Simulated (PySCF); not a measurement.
# C7H7NO2: the cost of one run

Programs: PySCF 2.14.0, with routines of our own; each step states its level. All values are computed. Atoms count from 0.

## 1. The system as given

17 atoms, charge 0, multiplicity 1; geometry from: GFN2-xTB.

## 2. Magnetic properties: GIAO B3LYP/pcSseg-1

Job settings and geometry (Å):

```
{"job": {"kind": "mag", "xc": "B3LYP", "basis": "pcSseg-1", "isotopologues": 0}, "charge": 0, "multiplicity": 1}
C     -3.445269     0.889629     0.681575
C     -2.549992     0.125066     0.102811
C     -2.131081    -1.005594    -0.705145
C     -1.181357    -0.212848    -0.212611
N      0.129340     0.108092    -0.094791
C      1.133167    -0.658652    -0.616046
O      0.970109    -1.683539    -1.224643
C      2.527193    -0.055851    -0.368129
C      2.739104     0.233138     1.087429
O      2.045805     0.973961     1.733503
H     -4.496722     0.678350     0.600951
H     -3.161545     1.752239     1.259249
H     -2.386015    -1.858915    -1.282855
H      0.377714     0.885499     0.512196
H      2.563616     0.884678    -0.924417
H      3.274663    -0.741703    -0.761862
H      3.584274    -0.301519     1.551970
```

With the program's defaults for keys left out, this is: GIAO B3LYP/pcSseg-1 magnetisability, rotational g tensor and spin-rotation constants, non-relativistic, gas phase.

Command:

```sh
$ OMP_NUM_THREADS=1 python excited_run.py task.json out
```

One launch serves the whole session: the jobs run in the order shown.

Q: Estimate the wall time and peak memory of this first job on 1 thread of Arm Neoverse N1, shared host.

About 70 s, with a peak of 0.98 GiB.
